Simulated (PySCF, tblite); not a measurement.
# C₄H₁₂AlClO: geometry, infrared bands and NMR shifts

What infrared bands and NMR shifts should C₄H₁₂AlClO (`CCC[O+](C)[AlH2-][Cl]`) show?

The runs use tblite 0.8.0 and PySCF 2.14.0, with density-fitted response routines of our own; the level of theory stands in each step. All values are computed, except where a source is named. Atoms count from 0, in the outputs and in this text.

### 1 The molecule as given

19 atoms, charge 0, multiplicity 1; geometry from: force field or distance geometry start.

Bonds of the start (Å): C0–C1 1.52, C1–C2 1.50, C2–O3 1.38, O3–C4 1.37, O3–Al5 1.86, Al5–Cl6 2.22, C0–H7 1.11, C0–H8 1.12, C0–H9 1.10, C1–H10 1.12, C1–H11 1.09, C2–H12 1.11, C2–H13 1.11, C4–H14 1.11, C4–H15 1.11, C4–H16 1.11, Al5–H17 1.60, Al5–H18 1.58.

### 2 Optimising the geometry with GFN2-xTB

Job settings and geometry (Å):

```
{"job": {"kind": "relax", "xc": "GFN2-xTB", "basis": "xTB"}, "charge": 0, "multiplicity": 1}
C     -2.563600    -0.402600     0.575500
C     -1.507800    -0.019500    -0.455200
C     -0.186400    -0.428000     0.126700
O      0.902300    -0.151200    -0.680700
C      1.072900     1.181800    -0.966600
Al     2.390800    -0.592000     0.342000
Cl     2.838200     0.962300     1.857000
H     -3.551400    -0.035900     0.212500
H     -2.392900     0.121500     1.547400
H     -2.560300    -1.485000     0.743100
H     -1.734300    -0.600500    -1.389000
H     -1.627200     1.032500    -0.710400
H     -0.054800     0.078000     1.111300
H     -0.198000    -1.524900     0.287800
H      0.230500     1.648700    -1.512600
H      1.947200     1.251200    -1.643500
H      1.333300     1.789400    -0.071300
H      1.989400    -1.908300     1.167100
H      3.662200    -0.908300    -0.548400
```

The run is started by

```bash
> OMP_NUM_THREADS=1 python probes_run.py task.json out
```

One launch serves the whole session: the jobs run in the order shown.

**Question.** This job is followed by: GFN2-xTB harmonic vibrations, gas phase; GIAO PBE0/pcSseg-1 NMR shielding, non-relativistic, gas phase. Predict these results of the whole session: strongest single infrared mode (GFN2-xTB); zero-point energy (GFN2-xTB); ¹³C shifts against TMS (PBE0/pcSseg-1); ¹H shifts against TMS (PBE0/pcSseg-1, means over atoms taken as alike); ¹⁷O shifts against H2O (PBE0/pcSseg-1); ²⁷Al shifts against AlH4- (PBE0/pcSseg-1); ³⁵Cl shifts against HCl (PBE0/pcSseg-1); surface potential, 1st and 99th percentile.

The runs gave:

```
                                                              quantity                             value
                             strongest single infrared mode (GFN2-xTB)              689 cm⁻¹, 644 km/mol
                                          zero-point energy (GFN2-xTB)                     94.3 kcal/mol
                                ¹³C shifts against TMS (PBE0/pcSseg-1)        78.1, 59.5, 23.4, 10.6 ppm
¹H shifts against TMS (PBE0/pcSseg-1, means over atoms taken as alike)  4.07, 4.04, 3.89, 1.83, 0.99 ppm
                                ¹⁷O shifts against H2O (PBE0/pcSseg-1)                          31.3 ppm
                             ²⁷Al shifts against AlH4- (PBE0/pcSseg-1)                          82.0 ppm
                               ³⁵Cl shifts against HCl (PBE0/pcSseg-1)                           -42 ppm
                                 surface potential, 1st and 99th percentile                -1.20 V and 1.46 V
```

In words: Relaxing lowered the energy by 1.086 eV in 116 steps; the close pair that moved most is Al5–Cl6, from 2.216 to 2.050 Å. The lowest mode is slightly imaginary (17i cm⁻¹), a soft motion within the noise of the Hessian, so the minimum is not strictly shown. The strongest single mode, at 689 cm⁻¹, moves mainly H18 and H17. GFN2-xTB is a fitted tight-binding method: band positions and strengths are rough. Its intensities can rank the bands wrongly. C2 (sp3 CH2 bonded to O) lies farthest downfield among carbon, at 78.1 ppm; deshielded by the electronegative neighbour. At PBE0/pcSseg-1: The largest span, 193 ppm, is at Cl6, where the paramagnetic term is -158 ppm.
